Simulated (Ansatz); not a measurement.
# Al2BrH3Si: up Jacob's ladder to CCSD(T)

The task here is to estimate one member of a computed series from the others.

Method: functionals in def2-TZVPP, the program's frozen cores in correlated methods; program: Ansatz 0.2.0, Gaussian basis.

The runs, in order: LDA (SPW92), PBE-D4, revPBE-D4, BLYP-D4, r2SCAN-D4, B97M-V, PBE0-D4, B3LYP-D4, r2SCANh-D4, r2SCAN0-D4, HSE06-D4, BHLYP-D4, CAM-B3LYP-D4, LC-ωPBE, ωB97X-V, ωB97M-V, B2PLYP, PBE-QIDH; CCSD(T)/def2-SVP; CCSD(T)/def2-TZVPP; MP2/def2-QZVPP; extrapolation to the limit; RPA on PBE.

### The relaxed structure

An earlier PBE0-D4 in a triple-zeta def2 set relaxation fixed the geometry.

7 atoms, charge 0, spin multiplicity 1.

Atoms are counted from 1 here; the program's logs count them from 0.

Bond lengths: Br1–Si2 2.402 Å, Br1–Al3 2.531 Å, Si2–Al4 2.365 Å, Si2–H5 1.498 Å, Al3–Al4 2.493 Å, Al3–H6 1.584 Å, Al4–H7 1.592 Å. Angles: Si2–Br1–Al3 62.1°, Br1–Si2–Al4 100.0°, Br1–Si2–H5 98.2°, Al4–Si2–H5 158.1°, Br1–Al3–Al4 93.2°, Br1–Al3–H6 106.8°, Al4–Al3–H6 159.0°, Si2–Al4–Al3 63.2°, Si2–Al4–H7 123.9°, Al3–Al4–H7 138.0°.

The first run:

Input file in.yaml:

```yaml
crystal:
  periodic: [false, false, false]
  atoms:
    - {symbol: Br, position_ang: [-1.283816, -1.575140, 0.986744]}
    - {symbol: Si, position_ang: [-1.016715, 0.138772, -0.674268]}
    - {symbol: Al, position_ang: [0.672296, 0.013122, 1.228091]}
    - {symbol: Al, position_ang: [1.275594, -0.137816, -1.186441]}
    - {symbol: H, position_ang: [-2.465756, 0.437960, -0.906383]}
    - {symbol: H, position_ang: [0.824791, 0.321806, 2.774415]}
    - {symbol: H, position_ang: [2.054807, 0.733297, -2.267857]}
basis:
  gaussian: {orbitals: def2-TZVPP}
hamiltonian: {xc: lda}
output: {orbitals: {seedname: orbitals}}
```

Launch:

```sh
$ ansatz run in.yaml --threads 2 --pin off --events-out ev --progress --plain --max-ram 4352MiB
```

Steps of the session up to this table: LDA; PBE-D4 (GGA); revPBE-D4 (GGA); BLYP-D4 (GGA); r2SCAN-D4 (meta-GGA); B97M-V (meta-GGA); B3LYP-D4 (hybrid); r2SCANh-D4 (hybrid); r2SCAN0-D4 (hybrid); HSE06-D4 (hybrid); BHLYP-D4 (hybrid); CAM-B3LYP-D4 (range-separated); LC-ωPBE (range-separated); ωB97X-V (range-separated); ωB97M-V (range-separated); B2PLYP (double hybrid); PBE-QIDH (double hybrid).

One table of the session follows, with a row left open; its other results are not shown here.

It belongs to the step «Frontier levels by functional». 

```
  functional  HOMO (eV)  LUMO (eV)  gap (eV)
 LDA (SPW92)      -5.23      -3.07      2.16
      PBE-D4          ?          ?         ?
   revPBE-D4      -5.07      -2.82      2.25
     BLYP-D4      -4.92      -2.69      2.23
   r2SCAN-D4      -5.27      -2.78      2.49
      B97M-V      -5.30      -2.79      2.51
     PBE0-D4      -5.90      -2.21      3.70
    B3LYP-D4      -5.71      -2.31      3.39
  r2SCANh-D4      -5.56      -2.53      3.03
  r2SCAN0-D4      -6.00      -2.16      3.84
    HSE06-D4      -5.53      -2.57      2.96
    BHLYP-D4      -6.52      -1.37      5.15
CAM-B3LYP-D4      -6.91      -1.21      5.70
     LC-ωPBE      -8.04      -0.33      7.71
     ωB97X-V      -7.80      -0.36      7.44
     ωB97M-V      -7.64      -0.53      7.11
```

Estimate the missing values for PBE-D4.

The run gave: HOMO (eV): -5.11; LUMO (eV): -2.89; gap (eV): 2.22. In the column «HOMO (eV)» it lies between LDA (SPW92) (-5.23) and revPBE-D4 (-5.07).
